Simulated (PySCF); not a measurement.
**C2H2FSi (SMILES C#C[SiH]F): UHF/cc-pVDZ**

What is the vertical ionisation energy of C2H2FSi at UHF/cc-pVDZ? 

The results are computed with PySCF 2.14.0.

**1. Starting point**

C2H2FSi has 6 atoms, charge 0, and is taken as a doublet. SMILES: `C#C[SiH]F`. The shape is that of a PBE0-D4/def2-TZVP optimisation.

Bond lengths: C1–C2 1.209 Å, C2–Si3 1.806 Å, Si3–F4 1.599 Å, C1–H5 1.066 Å, Si3–H6 1.485 Å. Angles: C1–C2–Si3 173.2°, C2–Si3–F4 109.8°, C2–C1–H5 179.1°, C2–Si3–H6 111.2°, F4–Si3–H6 108.3°.

**2. The energy at UHF/cc-pVDZ**

Input file input.py:

```python
from pyscf import gto, scf

mol = gto.M(
    atom='''
C      0.118100    -0.680000    -1.605700
C      0.120400    -0.213700    -0.490100
Si     0.338300     0.466700     1.168800
F     -0.478000    -0.412300     2.226800
H      0.100300    -1.089200    -2.590300
H     -0.157100     1.864400     1.244300
''',
    verbose=3,
    basis='cc-pvdz',
    max_memory=1860,
    spin=1,
    charge=0,
)

mf = scf.UHF(mol)
mf.conv_tol = 1e-10
mf.kernel()
if not mf.converged:
    mf = mf.newton().run(mf.mo_coeff, mf.mo_occ)

energy = mf.e_tot
print(f'total energy: {energy:.8f} hartree')
```

The run is started by

```
$ OMP_NUM_THREADS=1 python input.py
```

The program printed:

```text
converged SCF energy = -465.233909352387  <S^2> = 0.82414643  2S+1 = 2.0728207
total energy: -465.23390935 hartree
```

It took 1.8 s on 1 thread of Arm Neoverse V1, shared host; peak memory 0.12 GiB.

**3. The singlet cation**

Input file job.py:

```python
from pyscf import gto, scf

system = gto.M(
    atom='''
C      0.118100    -0.680000    -1.605700
C      0.120400    -0.213700    -0.490100
Si     0.338300     0.466700     1.168800
F     -0.478000    -0.412300     2.226800
H      0.100300    -1.089200    -2.590300
H     -0.157100     1.864400     1.244300
''',
    charge=1,
    verbose=4,
    spin=0,
    basis='cc-pvdz',
    max_memory=1860,
)

myscf = scf.RHF(system)
myscf.conv_tol = 1e-10
myscf.kernel()
if not myscf.converged:
    myscf = myscf.newton().run(myscf.mo_coeff, myscf.mo_occ)

energy = myscf.e_tot
print(f'total energy: {energy:.8f} hartree')
```

The run is started by

```
$ OMP_NUM_THREADS=1 python job.py
```

The program printed:

```text
PySCF version 2.14.0

[... 66 lines left out ...]
converged SCF energy = -464.919649274845
total energy: -464.91964927 hartree
```

Wall time 1.2 s (1 thread of Arm Neoverse V1, shared host); peak memory 0.12 GiB.

**4. Outcome**

Level: UHF/cc-pVDZ.

```
                                           quantity          value
                      doublet C2H2FSi: total energy  -465.23391 Eh
                     doublet C2H2FSi: dipole moment         2.10 D
doublet C2H2FSi: HOMO energy (highest over α and β)       -9.44 eV
 doublet C2H2FSi: LUMO energy (lowest over α and β)        1.24 eV
                              doublet C2H2FSi: ⟨S²⟩          0.824
                       singlet cation: total energy  -464.91965 Eh
                        singlet cation: HOMO energy      -17.27 eV
                        singlet cation: LUMO energy       -7.57 eV
                      singlet cation: HOMO–LUMO gap        9.70 eV
 vertical ionisation energy (to the singlet cation)       8.551 eV
```

Removing an electron at fixed nuclei costs 8.55 eV (825 kJ/mol). Only the singlet of the ionised species was computed; a triplet could lie lower. Mulliken charges (singlet cation) run from -0.33 on F4 to +1.17 on Si3; they depend strongly on the basis.
